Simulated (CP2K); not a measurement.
**GFN1-xTB run of SiHCl2F (SMILES F[SiH](Cl)Cl)**

We compute the energy of SiHCl2F. 

The calculation is run with CP2K 2026.2.

2 further runs of the same task are left out: 1 that didn't finish, 1 set aside as unsound or not needed.

### Step 1. The structure to begin with

SiHCl2F has 5 atoms, charge 0, and is taken as a singlet. As SMILES, `F[SiH](Cl)Cl`. The Si2–H5 distance was set to 1.907 Å, away from the relaxed value.

Bond lengths: F1–Si2 1.581 Å, Si2–Cl3 2.024 Å, Si2–Cl4 2.024 Å. Angles: F1–Si2–Cl3 108.4°, F1–Si2–Cl4 108.4°, Cl3–Si2–Cl4 110.2°. A long bond or contact: Si2–H5 1.907 Å.

### Step 2. A single-point energy at GFN1-xTB

job.inp

```
&global
 project_name job
 run_type ENERGY
 print_level MEDIUM
&end global

&force_eval
 method QS
 &dft
  charge 0
  multiplicity 1
  &qs
   method XTB
   eps_default 1.0E-10
   &xtb
    gfn_type 1
    check_atomic_charges F
   &end xtb
  &end qs
  &poisson
   periodic NONE
   poisson_solver ANALYTIC
  &end poisson
  &scf
   scf_guess ATOMIC
   eps_scf 1.0E-07
   max_scf 80
   &diagonalization
    algorithm STANDARD
   &end diagonalization
   &mixing
    method BROYDEN_MIXING
    alpha 0.4
    nbuffer 8
   &end mixing
  &end scf
  &print
   &moments
    periodic F
    reference COM
    max_moment 1
   &end moments
   &mo ON
    energies T
    occupation_numbers T
    ndigits 6
    &each
     qs_scf 0
    &end each
    add_last NUMERIC
   &end mo
   &hirshfeld OFF
   &end hirshfeld
  &end print
 &end dft
 &subsys
  &cell
   abc [angstrom] 13 13 12.7
   periodic NONE
  &end cell
  &coord
   UNIT bohr
   F     -0.7196379    -1.2574030     3.0403274
   Si    -0.5680819    -0.0587497     0.3075945
   Cl    -1.7540740     3.5708473     0.5167872
   Cl    -2.8518159    -2.0624263    -2.0150679
   H      2.8408253    -0.2004999    -0.8549121
  &end coord
  &topology
   &center_coordinates
   &end center_coordinates
  &end topology
 &end subsys
&end force_eval
```

Run with:

```console
$ OMP_NUM_THREADS=1 cp2k.psmp -i job.inp -o job.out
```

**Question.** What will come out? Wanted: total energy; dipole moment; HOMO energy; dispersion energy.

Answer, from the run:

Level: GFN1-xTB.

```
                                 quantity         value
                             total energy  -16.22873 Eh
dipole moment (from atomic charges alone)        1.00 D
                              HOMO energy     -12.24 eV
                        dispersion energy  -5.38 kJ/mol
```

What this shows: The dipole comes from point charges on the atoms alone, without atomic dipoles, so it is partial.
